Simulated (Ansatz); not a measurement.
# Si: the cost of one run

Program: Ansatz 0.2 early development. Level of theory: run time, single point, PBE, NC. These are calculated values, not measurements.

### 1 The system as given

It takes space group Fd-3m (No. 227, cubic). Conventional cell: a = 5.430 Å, b = 5.430 Å, c = 5.430 Å, α = 90.00°, β = 90.00°, γ = 90.00°. Si (site symmetry -43m) has 4 Si at 2.35 Å as nearest neighbours.

Structure file:

```
Si
1.0
     5.43000    0.00000    0.00000
     0.00000    5.43000    0.00000
     0.00000    0.00000    5.43000
Si
8
Cartesian
  0.0000 0.0000 0.0000
  0.0000 2.7150 2.7150
  2.7150 0.0000 2.7150
  2.7150 2.7150 0.0000
  1.3575 1.3575 1.3575
  1.3575 4.0725 4.0725
  4.0725 1.3575 4.0725
  4.0725 4.0725 1.3575
```

### 2 Running it

input.yaml reads:

```yaml
crystal:
  lattice:
    - [5.43, 0, 0]
    - [0, 5.43, 0]
    - [0, 0, 5.43]
  atoms:
    - { symbol: Si, position: [0, 0, 0] }
    - { symbol: Si, position: [0, 0.5, 0.5] }
    - { symbol: Si, position: [0.5, 0, 0.5] }
    - { symbol: Si, position: [0.5, 0.5, 0] }
    - { symbol: Si, position: [0.25, 0.25, 0.25] }
    - { symbol: Si, position: [0.25, 0.75, 0.75] }
    - { symbol: Si, position: [0.75, 0.25, 0.75] }
    - { symbol: Si, position: [0.75, 0.75, 0.25] }
kpoints:
  mp_grid: { grid: [4, 4, 4], shift: [0, 0, 0] }
basis:
  ecutwfc: "350 eV"
hamiltonian:
  xc: pbe
  pseudopotentials: { kind: nc }
scf:
  occupations: { method: fixed }
  eigensolver: { kind: dense }
output:
  forces: true
  stress: true
```

Started as:

```console
> ansatz run input --backend cpu --threads 16 --events-out ev
```

What time and memory should one allow on 16 threads of Arm Neoverse V2 (Grace), shared host?

About 29 s, with a peak of 2.5 GiB.
